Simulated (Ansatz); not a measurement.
Consider vertical spin-state energies of CH6GeSSi, SMILES [GeH3][SiH]1CS1 (the Python package of Ansatz (0.2.0)).

`ch6gessi.py`:
```python
# -*- coding: utf-8 -*-
"""Gap between spin states of CH6GeSSi at one geometry."""

import warnings

import ansatz as az

warnings.simplefilter("ignore", az.DeckWarning)

geometry_ang = [
    ("Ge", (-1.0993, 1.2414, 0.3064)),
    ("Si", (0.4126, -0.0382, -0.7816)),
    ("C", (1.1352, -1.3176, 0.2565)),
    ("S", (-0.0705, -2.1498, -0.6297)),
    ("H", (-2.4498, 1.317, -0.5599)),
    ("H", (-1.4466, 0.7027, 1.6911)),
    ("H", (-0.5616, 2.7253, 0.4575)),
    ("H", (1.0188, 0.2906, -2.1097)),
    ("H", (0.9585, -1.191, 1.3955)),
    ("H", (2.1858, -1.6316, -0.0232)),
]
system = az.Crystal.molecule()
for symbol, xyz in geometry_ang:
    system = system.atom(symbol, xyz)

model = (
    system.calculation()
    .basis(gaussian="cc-pVDZ")
    .functional("r2SCAN")
)
found = {}
for unpaired in [0, 2]:
    r = model.spin("collinear", total=unpaired).run(threads=1).report
    s = unpaired / 2
    found[unpaired] = r["free_energy_ev"]
    print(f"2S+1 = {unpaired + 1}: E = {found[unpaired]:.5f} eV, <S^2> = {abs(r['mean_field']['state']['spin_squared']):.3f} (pure state {s * (s + 1):.2f})")
lowest = min(found, key=found.get)
for unpaired, e in found.items():
    print(f"multiplicity {unpaired + 1}: {23.060548 * (e - found[lowest]):.1f} kcal/mol above the lowest")
```

Which spin state is lowest at this geometry, and how far above lie the others?

In order: multiplicity 1 (+0.00 eV) and multiplicity 3 (+4.03 eV), all at the one geometry.

The run itself:

Output of `python ch6gessi.py`:
```text
2S+1 = 1: E = -76362.12122 eV, <S^2> = 0.000 (pure state 0.00)
2S+1 = 3: E = -76358.09621 eV, <S^2> = 2.010 (pure state 2.00)
multiplicity 1: 0.0 kcal/mol above the lowest
multiplicity 3: 92.8 kcal/mol above the lowest
```

Notes:
- Total energies depend on the basis set; only differences at equal settings carry meaning.
- The geometry is a force-field or estimated start, not a minimum of this method, and the basis set is short of its limit. All parts are taken at fixed geometry, without zero-point energy.
- The whole script took 26 s on 1 thread of Intel(R) Xeon(R) 6975P-C (Granite Rapids) (shared host), peak memory 0.42 GiB.
